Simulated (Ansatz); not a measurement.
Runs of Ansatz 0.2.0 on LiMo. The structure is hexagonal, space group P-6m2 (No. 187). The conventional cell has a = 2.673 Å, b = 2.673 Å, c = 5.005 Å, α = 90.00°, β = 90.00°, γ = 120.00°. Li (site symmetry -6m2) is surrounded by 6 Li at 2.67 Å and 6 Mo at 2.94 Å. Around Mo (site symmetry -6m2) lie 6 Mo at 2.67 Å and 6 Li at 2.94 Å. The cell was built by a generator and needn't be a form met in nature.

```csv
task,level,cell,cutoff (eV),points for each segment of the path,gap on the mesh (eV),pressure (GPa)
band structure,revPBE,as given,420,14,none,(a)
band structure,BLYP,as given,420,14,none,4.4
relaxation of the atoms,PBE,atoms relaxed from: strained by +2 %,420,-,none,-4.0
band structure,PBEsol,as given,420,14,none,-2.5
band structure,r2SCAN,as given,500,14,none,(b)
band structure,PBE,as given,420,14,none,0.9
band structure,LDA,as given,420,14,none,-5.6
relaxation of the atoms,PBE,atoms relaxed,420,-,none,0.9
```

Alike in all rows: potentials or basis Ansatz PAW; no spin polarisation; k mesh 11 × 11 × 6; smearing fermi-dirac 0.05 eV.

Question: Fill in the values left out.

Answer: (a) 2.7; (b) -0.1.

Caveats: the PAW data sets come from PBE, with cores solved anew for the run's functional, which leaves a small shift of forces and pressure (some runs); the relaxation stopped at its first step, so nothing moved (some runs); the thresholds are loose for stress (some runs).

A k mesh can miss the band edges, and the runs leave out spin-orbit coupling on Mo.

A gap of «none» marks a metal or a gap under the smearing width.
